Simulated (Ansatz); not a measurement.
# CCo: the cost of one run

Computed with Ansatz 0.2.0, Gaussian basis. Level: def2-TZVPP, core rule «outside noble gas», up to 10 orbitals frozen.

The runs, in order: UHF; CCSD(T) on ROHF; CCSD(T) on UHF; CCSDT(Q) on ROHF; CCSDT(Q) on UHF; CASSCF and MRCISD+Q, 13 electrons in 10 orbitals; CASSCF and NEVPT2, 13 electrons in 10 orbitals.

5 further runs of the same task are left out: 5 set aside as unsound or not needed.

## Step 1: The geometry

The geometry is a PBE0/def2-TZVP stationary point (not a proven minimum).

2 atoms, charge 0, spin multiplicity 4.

Atoms are counted from 1 here; the program's logs count them from 0.

Bond lengths: Co1–C2 1.609 Å.

As a file:

```xyz
2
charge 0, multiplicity 4
Co    0.0000    0.0000    0.0000
C     0.0000    0.0000    1.6092
```

## Step 2: UHF

in.yaml

```yaml
crystal:
  periodic: [false, false, false]
  atoms:
    - {symbol: Co, position_ang: [0.000000, 0.000000, 0.000000]}
    - {symbol: C, position_ang: [0.000000, 0.000000, 1.609200]}
basis:
  gaussian: {orbitals: def2-TZVPP}
magnetization: {spin_polarized: true, initial_magnetization: 3}
hamiltonian: {xc: hf}
output: {orbitals: {seedname: orbitals}}
```

Command:

```sh
$ ansatz run in.yaml --threads 1 --pin off --events-out ev --progress --plain --max-ram 2560MiB --backend cpu
```

What time and memory should one allow on 1 thread of AMD EPYC 7R13, shared host?

About 40 s, with a peak of 0.27 GiB.
